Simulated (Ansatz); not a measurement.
# CH5AgN: the cost of one run

The runs use Ansatz 0.2.0, Gaussian basis; PBE0-D4 structure, single points in def2-TZVPPD.

Levels: PBE-D4, revPBE-D4, BLYP-D4, r2SCAN-D4, B97M-V, PBE0-D4, B3LYP-D4, HSE06-D4, wB97X-V, wB97M-V, B2PLYP, Hartree-Fock, MP2, CCSD, CCSD(T). The reference is CCSD(T) extrapolated to the basis limit. For elements past Ar these valence bases correlate outer-core shells poorly, so that limit is rough.

Cores are frozen in the correlated methods. Filled d shells of the heavier atoms are correlated. Core potentials replace the inner electrons past krypton, and spin-orbit coupling is left out. B3LYP uses VWN-RPA correlation. B2PLYP carries no dispersion term here.

163 further runs of the same task are left out: 163 set aside as unsound or not needed. Runs told in other sessions of the task aren't counted.

## Step 1: The system as given

The pair, from a GFN2-xTB docking trial: 8 atoms, charge 1, spin multiplicity 1.

Atoms are counted from 1 here; the program's logs count them from 0.

Bond lengths: Ag1–N3 2.286 Å, C2–N3 1.488 Å, C2–H4 1.092 Å, C2–H5 1.089 Å, C2–H6 1.089 Å, N3–H7 1.022 Å, N3–H8 1.024 Å. Angles: N3–C2–H4 110.5°, N3–C2–H5 109.8°, N3–C2–H6 109.8°, H4–C2–H5 108.6°, H4–C2–H6 108.6°, H5–C2–H6 109.4°, Ag1–N3–C2 114.9°, Ag1–N3–H7 110.9°, Ag1–N3–H8 110.6°, C2–N3–H7 107.0°, C2–N3–H8 107.1°, H7–N3–H8 105.7°.

Coordinates:

```
Ag    0.1963    0.0164   -2.5482
C    -0.5730   -0.0495    0.5685
N     0.6281    0.0533   -0.3033
H    -0.2831   -0.0550    1.6211
H    -1.1096   -0.9719    0.3510
H    -1.2304    0.8015    0.3942
H     1.2555   -0.7096   -0.0393
H     1.1161    0.9149   -0.0440
```

Atoms 1 to 1 are fragment A (Ag+), the rest fragment B (CH5N).

## Step 2: A first relaxation in a small basis

Contents of pre/in.yaml:

```yaml
crystal:
  periodic: [false, false, false]
  atoms:
    - {symbol: Ag, position_ang: [0.196300, 0.016400, -2.548200]}
    - {symbol: C, position_ang: [-0.573000, -0.049500, 0.568500]}
    - {symbol: N, position_ang: [0.628100, 0.053300, -0.303300]}
    - {symbol: H, position_ang: [-0.283100, -0.055000, 1.621100]}
    - {symbol: H, position_ang: [-1.109600, -0.971900, 0.351000]}
    - {symbol: H, position_ang: [-1.230400, 0.801500, 0.394200]}
    - {symbol: H, position_ang: [1.255500, -0.709600, -0.039300]}
    - {symbol: H, position_ang: [1.116100, 0.914900, -0.044000]}
basis:
  gaussian: {orbitals: def2-SVP}
total_charge: 1
hamiltonian: {xc: pbe, dispersion: d4}
relax: {f_tol: 0.03, max_steps: 250}
```

Command:

```console
$ ansatz run in.yaml --threads 4 --pin off --events-out ev --progress --plain --max-ram 9574MiB
```

**Question.** How long does this run take on 4 threads of Arm Neoverse N1, shared host, and how much memory does it need?

About 6.5 s, with a peak of 0.14 GiB.
